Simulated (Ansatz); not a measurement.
CaB2:

```
CELL_PARAMETERS angstrom
3.22643 0.00000 0.00000
-1.61322 2.79417 0.00000
0.00000 0.00000 4.06739
ATOMIC_POSITIONS crystal
Ca 0.00000 0.00000 0.00000
B 0.66667 0.33333 0.50000
B 0.33333 0.66667 0.50000
```

The cell comes from a database or a generator and needn't be the stable form of this composition.

Base run:

* Program: Ansatz 0.2.0
* Functional: LDA
* Potentials or basis: Ansatz PAW
* Cutoff: 420 eV
* Density cutoff: 1680 eV
* k mesh: 9 × 9 × 7
* Occupations: fermi-dirac, width 0.05 eV
* Spin: no spin polarisation

Its results: band gap on the k mesh none (metal or under the smearing width); pressure -7.0 GPa.

Problem. The run is repeated on the same cell with these changes: functional from LDA to revPBE. What comes out?

Solution. Band gap on the k mesh none (metal or under the smearing width); pressure 1.9 GPa.

revPBE binds less tightly than LDA, so the same cell stands under more pressure.

Caveats: the PAW data sets come from PBE, with cores solved anew for the run's functional, which leaves a small shift of forces and pressure; the potentials were made for another functional, which shifts forces and pressure (some runs).

Not every run made on this cell is shown here.
